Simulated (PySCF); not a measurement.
# B14N14H14: electronic excitations

Computed with PySCF 2.14.0 and routines of our own; the level stands in each step. Atoms count from 0.

## 1. The starting structure

42 atoms, charge 0, multiplicity 1; geometry from: GFN2-xTB.

## 2. Electronic excitations: TDA LC-wPBE/6-31G*

Job settings and geometry (Å):

```
{"job": {"kind": "uv", "basis": "6-31G*", "grid": 1, "kgrid": 0, "vcut": 1.5, "nstates": 5, "ntriplets": 2, "tda": true, "delta": ["ip_vertical"], "pop": false, "xc": "LC-wPBE"}, "charge": 0, "multiplicity": 1}
B      2.424474     0.552051    -0.015736
N      1.817257     1.796670    -0.389927
B      2.283830     1.174587     2.386466
N      1.478654     2.259345     2.000118
B      1.507826     2.186771    -1.741243
N      0.180535     2.561404    -2.025164
B      0.939969     2.283134     0.662628
N     -0.452955     2.445577     0.357844
B     -0.819776     2.260708    -1.024868
N     -2.008717     1.546265    -1.342518
B     -1.396843     2.012144     1.370257
N     -2.252576     0.931822     1.026240
B     -2.337244     0.537812    -0.365739
N     -2.385765    -0.846368    -0.737511
B     -2.509402    -0.073191     2.036176
N     -2.284065    -1.405925     1.652734
B     -2.302019    -1.334604    -2.089744
N     -1.290182    -2.268522    -2.383819
B     -1.828535    -1.682583     0.312043
N     -0.678696    -2.481724    -0.002395
B     -0.264261    -2.467481    -1.384502
N      1.121342    -2.366284    -1.698278
B      0.351419    -2.569636     1.016229
N      1.610729    -1.996140     0.692311
B      1.872323    -1.661271    -0.689730
N      2.627555    -0.492316    -0.990586
B      2.239595    -1.188668     1.717362
N      2.516010     0.162828     1.377912
H      2.659643     1.047837     3.488081
H      1.086096     2.868877     2.699129
H      2.315237     2.161059    -2.596418
H     -0.100540     2.745715    -2.975618
H     -2.202771     1.340466    -2.310713
H     -1.352798     2.426731     2.467263
H     -2.794117     0.212247     3.135703
H     -2.215086    -2.126204     2.353316
H     -3.018214    -0.941810    -2.935806
H     -1.134140    -2.560651    -3.335938
H      1.393565    -2.277073    -2.665813
H      0.113011    -2.953175     2.098864
H      2.733541    -0.220841    -1.956125
H      2.351818    -1.583963     2.814335
```

Level: TDA LC-wPBE/6-31G*, vertical, gas phase, core orbitals frozen in the response, virtual orbitals cut by energy.

Command:

```sh
$ OMP_NUM_THREADS=2 python large_run.py task.json out
```

One launch serves the whole session: the jobs run in the order shown.

Q: Estimate the wall time and peak memory of this first job on 2 threads of Arm Neoverse N1, shared host.

About 3.9 min, with a peak of 1.6 GiB.
